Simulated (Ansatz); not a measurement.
# C2H6Cl2GaN: basis-set convergence

Aim: see how fast density functionals converge with the basis set for C2H6Cl2GaN.

The runs use Ansatz 0.2.0, Gaussian basis; one geometry, several basis sets.

The runs, in order: PBE0-D4/def2-SVP; ωB97M-V/def2-SVP; PBE0-D4/def2-QZVPP; ωB97M-V/def2-QZVPP; the functionals' def2-TZVPP values are taken from earlier runs.

### 1 The geometry

An earlier PBE0-D4 in a triple-zeta def2 set relaxation fixed the geometry.

12 atoms, charge 0, spin multiplicity 1.

Atoms are counted from 1 here; the program's logs count them from 0.

Bond lengths: C1–N2 1.442 Å, C1–H7 1.098 Å, C1–H8 1.098 Å, C1–H9 1.091 Å, N2–C3 1.442 Å, N2–Ga4 1.797 Å, C3–H10 1.091 Å, C3–H11 1.098 Å, C3–H12 1.098 Å, Ga4–Cl5 2.127 Å, Ga4–Cl6 2.127 Å. Angles: N2–C1–H7 111.2°, N2–C1–H8 111.2°, N2–C1–H9 110.9°, H7–C1–H8 107.5°, H7–C1–H9 108.0°, H8–C1–H9 108.0°, C1–N2–C3 114.3°, C1–N2–Ga4 122.9°, C3–N2–Ga4 122.9°, N2–C3–H10 110.9°, N2–C3–H11 111.2°, N2–C3–H12 111.2°, H10–C3–H11 108.0°, H10–C3–H12 108.0°, H11–C3–H12 107.5°, N2–Ga4–Cl5 120.5°, N2–Ga4–Cl6 120.5°, Cl5–Ga4–Cl6 118.9°.

Geometry (Å):

```xyz
12

C    -0.5041   -0.5706    1.2243
N    -0.0003    0.0003   -0.0003
C     0.9826   -0.8128   -0.6725
Ga   -0.5497    1.5894   -0.6340
Cl    0.2441    2.3622   -2.4498
Cl   -2.0049    2.7286    0.4192
H     0.3051   -0.7326    1.9491
H    -0.9841   -1.5415    1.0415
H    -1.2420    0.0878    1.6855
H     1.3249   -0.3304   -1.5894
H     0.5694   -1.7947   -0.9403
H     1.8590   -0.9858   -0.0333
```

### 2 PBE0-D4 in def2-SVP

in.yaml reads:

```yaml
crystal:
  periodic: [false, false, false]
  atoms:
    - {symbol: C, position_ang: [-0.504137, -0.570583, 1.224274]}
    - {symbol: N, position_ang: [-0.000337, 0.000302, -0.000274]}
    - {symbol: C, position_ang: [0.982628, -0.812844, -0.672470]}
    - {symbol: Ga, position_ang: [-0.549730, 1.589408, -0.633976]}
    - {symbol: Cl, position_ang: [0.244090, 2.362250, -2.449839]}
    - {symbol: Cl, position_ang: [-2.004933, 2.728647, 0.419212]}
    - {symbol: H, position_ang: [0.305117, -0.732589, 1.949104]}
    - {symbol: H, position_ang: [-0.984057, -1.541549, 1.041480]}
    - {symbol: H, position_ang: [-1.242007, 0.087825, 1.685483]}
    - {symbol: H, position_ang: [1.324931, -0.330413, -1.589392]}
    - {symbol: H, position_ang: [0.569414, -1.794689, -0.940328]}
    - {symbol: H, position_ang: [1.859012, -0.985754, -0.033273]}
basis:
  gaussian: {orbitals: def2-SVP}
hamiltonian: {xc: pbe0, dispersion: d4}
output: {orbitals: {seedname: orbitals}}
```

Launch:

```sh
ansatz run in.yaml --threads 4 --pin off --events-out ev --progress --plain --max-ram 11315MiB
```

After this run come: ωB97M-V in def2-SVP; PBE0-D4 in def2-QZVPP; ωB97M-V in def2-QZVPP.

Q: Predict the results of all the runs planned. Wanted: PBE0-D4: double and triple zeta above quadruple; ωB97M-V: double and triple zeta above quadruple.

As calculated:

| quantity | value |
| --- | --- |
| PBE0-D4: double and triple zeta above quadruple | 21.47, 2.13 eV |
| ωB97M-V: double and triple zeta above quadruple | 21.45, 2.05 eV |

What this shows: For PBE0-D4 the step from double to triple zeta gains 19.34 eV and the next only 2.13 eV. These are total energies; as a rule much of such shifts cancels in differences, which this series doesn't test. The LUMO of ωB97M-V is positive and keeps falling with the basis (1.22 to 0.67 eV): an unbound level that the basis holds in place.
